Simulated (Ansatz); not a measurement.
# C2H8Al2Br2: the cost of one run

Computed with Ansatz 0.2.0, Gaussian basis. Level: one geometry, several basis sets.

The runs, in order: PBE0-D4/def2-SVP; ωB97M-V/def2-SVP; PBE0-D4/def2-QZVPP; ωB97M-V/def2-QZVPP; the functionals' def2-TZVPP values are taken from earlier runs.

## Step 1: The geometry

The geometry comes from an earlier relaxation with PBE0-D4 in a triple-zeta def2 set; it is a stationary point, not always the lowest conformer.

SMILES `[CH3][Al@H-]1[Br+][Al@@H-]([CH3])[Br+]1`, 14 atoms, charge 0, spin multiplicity 1.

Atoms are counted from 1 here; the program's logs count them from 0.

Bond lengths: C1–Al2 1.941 Å, C1–H7 1.094 Å, C1–H8 1.094 Å, C1–H9 1.093 Å, Al2–Br3 2.472 Å, Al2–Br6 2.472 Å, Al2–H10 1.577 Å, Br3–Al4 2.472 Å, Al4–C5 1.941 Å, Al4–Br6 2.472 Å, Al4–H11 1.577 Å, C5–H12 1.094 Å, C5–H13 1.094 Å, C5–H14 1.093 Å. Angles: Al2–C1–H7 110.9°, Al2–C1–H8 110.9°, Al2–C1–H9 111.8°, H7–C1–H8 107.5°, H7–C1–H9 107.8°, H8–C1–H9 107.8°, C1–Al2–Br3 108.3°, C1–Al2–Br6 108.3°, C1–Al2–H10 127.8°, Br3–Al2–Br6 92.9°, Br3–Al2–H10 106.9°, Br6–Al2–H10 106.9°, Al2–Br3–Al4 86.1°, Br3–Al4–C5 108.3°, Br3–Al4–Br6 92.9°, Br3–Al4–H11 106.9°, C5–Al4–Br6 108.4°, C5–Al4–H11 127.8° and more.

## Step 2: PBE0-D4 in def2-SVP

in.yaml

```yaml
crystal:
  periodic: [false, false, false]
  atoms:
    - {symbol: C, position_ang: [1.576712, 0.349628, 1.894259]}
    - {symbol: Al, position_ang: [-0.319658, 0.746341, 1.775933]}
    - {symbol: Br, position_ang: [-0.720860, 2.011729, -0.309662]}
    - {symbol: Al, position_ang: [-1.476893, -0.137128, -1.270089]}
    - {symbol: C, position_ang: [-0.028026, -0.875002, -2.330242]}
    - {symbol: Br, position_ang: [-1.483638, -1.264127, 0.930358]}
    - {symbol: H, position_ang: [1.778927, -0.354393, 2.707246]}
    - {symbol: H, position_ang: [2.154105, 1.257433, 2.094197]}
    - {symbol: H, position_ang: [1.957394, -0.090799, 0.969219]}
    - {symbol: H, position_ang: [-1.245909, 1.380888, 2.882723]}
    - {symbol: H, position_ang: [-2.983936, 0.053856, -1.691892]}
    - {symbol: H, position_ang: [0.129363, -0.287076, -3.239634]}
    - {symbol: H, position_ang: [-0.251236, -1.901484, -2.636854]}
    - {symbol: H, position_ang: [0.913614, -0.889856, -1.775563]}
basis:
  gaussian: {orbitals: def2-SVP}
hamiltonian: {xc: pbe0, dispersion: d4}
output: {orbitals: {seedname: orbitals}}
```

Run with:

```console
ansatz run in.yaml --threads 4 --pin off --events-out ev --progress --plain --max-ram 11315MiB
```

**Question.** How long does this run take on 4 threads of Arm Neoverse V1, shared host, and how much memory does it need?

About 3.6 s, with a peak of 0.57 GiB.
